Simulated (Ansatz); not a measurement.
**SnHF₃ (SMILES [F][SnH]([F])[F]): a rigid scan of the bond length Sn2–F4**

An exercise on one series of results from a longer session: the logs are not shown, and one member is left open.

Computed with Ansatz 0.2.0, Gaussian basis. Level: single points in def2-TZVPP.

Levels: PBE-D4, r2SCAN-D4, PBE0-D4, B3LYP-D4, wB97M-V, Hartree-Fock, MP2, CCSD, CCSD(T). The scan takes 1.551, 1.630, 1.747, 1.884, 2.034, 2.197, 2.370, 2.552, 2.742 Å.

Cores are frozen in the correlated methods. Filled d shells of the heavier atoms are correlated. Core potentials replace the inner electrons past krypton, and spin-orbit coupling is left out. B3LYP uses VWN-RPA correlation.

19 further runs of the same task are left out: 19 set aside as unsound or not needed.

**Starting geometry**

The minimum, relaxed at PBE0-D4: SMILES `[F][SnH]([F])[F]`, 5 atoms, charge 0, spin multiplicity 1.

Atoms are counted from 1 here; the program's logs count them from 0.

Bond lengths: F1–Sn2 1.891 Å, Sn2–F3 1.891 Å, Sn2–F4 1.891 Å, Sn2–H5 1.682 Å. Angles: F1–Sn2–F3 105.0°, F1–Sn2–F4 105.0°, F1–Sn2–H5 113.7°, F3–Sn2–F4 105.0°, F3–Sn2–H5 113.7°, F4–Sn2–H5 113.7°.

As a file:

```xyz
5
charge 0, multiplicity 1
F    -0.3239   -0.5479    1.7277
Sn    0.1272   -0.0068   -0.0272
F    -0.7949    1.6234   -0.2882
F    -0.7427   -1.2467   -1.1594
H     1.7842    0.1045   -0.2943
```

Energies of the minimum (eV), from earlier single points: PBE-D4 -13996.83236, r2SCAN-D4 -14003.46528, PBE0-D4 -13996.87065, B3LYP-D4 -14006.60316, wB97M-V -14001.26364, CCSD(T) -13974.93754.

At the minimum the bond length Sn2–F4 is 1.891 Å.

Set-up of the first run:

ccsdt-tzvpp/in.yaml reads:

```yaml
crystal:
  periodic: [false, false, false]
  atoms:
    - {symbol: F, position_ang: [-0.323894, -0.547910, 1.727748]}
    - {symbol: Sn, position_ang: [0.127228, -0.006842, -0.027178]}
    - {symbol: F, position_ang: [-0.794890, 1.623381, -0.288182]}
    - {symbol: F, position_ang: [-0.586283, -1.023757, -0.955826]}
    - {symbol: H, position_ang: [1.784167, 0.104471, -0.294269]}
basis:
  gaussian: {orbitals: def2-TZVPP}
correlation: {method: ccsd_t}
```

No record of the launch command was kept for these runs.

Among the steps run: Sn2–F4 = 1.551 Å; Sn2–F4 = 1.630 Å; Sn2–F4 = 1.747 Å; Sn2–F4 = 1.884 Å; Sn2–F4 = 2.034 Å; Sn2–F4 = 2.197 Å; Sn2–F4 = 2.370 Å; Sn2–F4 = 2.552 Å; Sn2–F4 = 2.742 Å.

One table of the session follows, with a row left open; its other results are not shown here.

Energies less that of the minimum at the same level (meV):

```
bond length (Å)  PBE-D4  PBE0-D4  B3LYP-D4  wB97M-V  Hartree-Fock
          1.551    3206     2954      3113     3007          2777
          1.630    1670     1476      1591     1508          1314
          1.747     463      357       415      369           253
          1.884       6        1         3        1            -5
1.891 (minimum)       0        0         0        0             0
          2.034     113      212       164      212           329
          2.197       ?        ?         ?        ?             ?
          2.370    1148     1444      1312     1478          1831
          2.552    1782     2168      2002     2234          2689
          2.742    2391     2861      2665     2971          3514
```

Q: Estimate the row for bond length (Å) = 2.197 from the others.

Worked estimate for «PBE-D4». A straight line through the neighbours (2.034, 113) and (2.370, 1148) gives 113 + (1148 − 113) × (2.197 − 2.034) / (2.370 − 2.034) = 615; a parabola fitted to 4 rows on both sides gives 550.

As computed: PBE-D4: 553; PBE0-D4: 754; B3LYP-D4: 660; wB97M-V: 765; Hartree-Fock: 1005. In «PBE-D4» the line misses by +62 and the parabola by -3.

Caveats from the session: A polynomial through the near points puts the CCSD(T) minimum 0.011 Å below the PBE0-D4 value.
